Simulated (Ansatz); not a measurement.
# LiC18: the cost of one run

Program: Ansatz 0.2.0. Level of theory: DFT PBE, plane waves, PAW, scalar-relativistic, collinear spin. These are calculated values, not measurements.

**1. The starting structure**

The cell holds 19 atoms (C18Li): a = 7.398 Å, b = 7.398 Å, c = 12.000 Å, α = 90.00°, β = 90.00°, γ = 120.00°.

The coordinates stand in the first input below.

**2. Relaxing end A**

input.yaml reads:

```yaml
crystal:
  lattice:
    - [7.398, 0.0, 0.0]
    - [-3.699, 6.406856, 0.0]
    - [0.0, 0.0, 12.0]
  atoms:
    - { symbol: C, position: [0.0, 0.0, 0.0833333] }
    - { symbol: C, position: [0.2222222, 0.1111111, 0.0833333] }
    - { symbol: C, position: [0.0, 0.3333333, 0.0833333] }
    - { symbol: C, position: [0.2222222, 0.4444444, 0.0833333] }
    - { symbol: C, position: [0.0, 0.6666667, 0.0833333] }
    - { symbol: C, position: [0.2222222, 0.7777778, 0.0833333] }
    - { symbol: C, position: [0.3333333, 0.0, 0.0833333] }
    - { symbol: C, position: [0.5555556, 0.1111111, 0.0833333] }
    - { symbol: C, position: [0.3333333, 0.3333333, 0.0833333] }
    - { symbol: C, position: [0.5555556, 0.4444444, 0.0833333] }
    - { symbol: C, position: [0.3333333, 0.6666667, 0.0833333] }
    - { symbol: C, position: [0.5555556, 0.7777778, 0.0833333] }
    - { symbol: C, position: [0.6666667, 0.0, 0.0833333] }
    - { symbol: C, position: [0.8888889, 0.1111111, 0.0833333] }
    - { symbol: C, position: [0.6666667, 0.3333333, 0.0833333] }
    - { symbol: C, position: [0.8888889, 0.4444444, 0.0833333] }
    - { symbol: C, position: [0.6666667, 0.6666667, 0.0833333] }
    - { symbol: C, position: [0.8888889, 0.7777778, 0.0833333] }
    - { symbol: Li, position: [0.9019814, 0.7786687, 0.2575], spin: 1.0 }
magnetization:
  spin_polarized: true
basis:
  ecutwfc: 420.0
kpoints:
  mp_grid: { grid: [2, 2, 1] }
hamiltonian:
  xc: pbe
scf:
  occupations: { method: gaussian, width: 0.05 }
  lower_state_search: "off"
relax:
  f_tol: 0.03
  max_steps: 60
  adjacent_minimum: "off"
```

Run with:

```console
$ ansatz run input.yaml --threads 2 --pin off --max-ram 5120MiB --backend cpu --events-out ev --progress --plain --runs-dir out
```

What time and memory should one allow on 2 threads of AMD EPYC 7B13 (Zen 3), shared host?

About 63 s, with a peak of 0.97 GiB.
